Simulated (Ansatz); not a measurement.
# AlGaH (quartet): B2PLYP, RPA-PBE over a scan of the scale of all distances, 6-31G

How well do these functionals follow the top wave-function level for AlGaH (quartet) over a scan of the scale of all distances?

Method: 6-31G, all electrons in the functionals, frozen cores in the correlation of double hybrids and RPA; program: Ansatz 0.2.0, Gaussian basis.

The runs, in order: B2PLYP, RPA-PBE, at 0.876; 1.000; 1.135; 1.311; 1.510; 1.769; 1.989; 2.364.

12 further runs of the same task are left out: 9 that didn't finish, 3 set aside as unsound or not needed.

## (1) What is computed

The geometry derives from a PBE0/def2-TZVP stationary point (not a proven minimum). All distances are scaled together. No spin-orbit coupling is included. The filled d shell of Ga may be among the frozen orbitals whatever the setting's name suggests; the logs give the count.

3 atoms, charge 0, spin multiplicity 4.

Atoms are counted from 1 here; the program's logs count them from 0.

Bond lengths: Al1–Ga2 2.308 Å, Ga2–H3 1.559 Å. Angles: Al1–Ga2–H3 180.0°.

No dispersion term is added.

The geometry shown and the zero of energy belong to the point 1.000. The yardstick, FCI, and other wave-function levels (R restricted, U unrestricted, valence and pair active spaces) come from earlier runs.

## (2) B2PLYP, 0.876

File in.yaml:

```yaml
crystal:
  periodic: [false, false, false]
  atoms:
    - {symbol: Al, position_ang: [0.000000, 0.000000, 1.803246]}
    - {symbol: Ga, position_ang: [0.000000, 0.000000, -0.218912]}
    - {symbol: H, position_ang: [0.000000, 0.000000, -1.584334]}
basis:
  gaussian: {orbitals: 6-31G}
magnetization: {spin_polarized: true, initial_magnetization: 3}
hamiltonian: {xc: {name: B2PLYP}}
correlation: {electrons: outside_noble_gas}
```

The run is started by

```bash
$ ansatz run in.yaml --threads 1 --pin off --events-out ev --progress --plain --max-ram 2393MiB
```

After this run come: B2PLYP, 1.000; B2PLYP, 1.135; B2PLYP, 1.311; B2PLYP, 1.510; B2PLYP, 1.769; B2PLYP, 1.989; B2PLYP, 2.364; RPA-PBE, 0.876; RPA-PBE, 1.000; RPA-PBE, 1.135; RPA-PBE, 1.311; RPA-PBE, 1.510; RPA-PBE, 1.769; RPA-PBE, 1.989; RPA-PBE, 2.364.

Q: Predict the results of all the runs planned. Wanted: span of the FCI curve; largest miss, B2PLYP; largest miss, RPA-PBE.

The runs gave:

| quantity | value |
| --- | --- |
| span of the FCI curve | 54.3 kcal/mol |
| largest miss, B2PLYP | +7.8 kcal/mol (1.510) |
| largest miss, RPA-PBE | -12.9 kcal/mol (2.364) |

**Reading.** Of the functionals, B2PLYP keep the smallest largest miss at the points compared (at most 7.8 kcal/mol) and RPA-PBE strays most (12.9 kcal/mol, at 2.364). Functionals and the yardstick converge differently with the basis, so part of each miss in 6-31G is the basis.
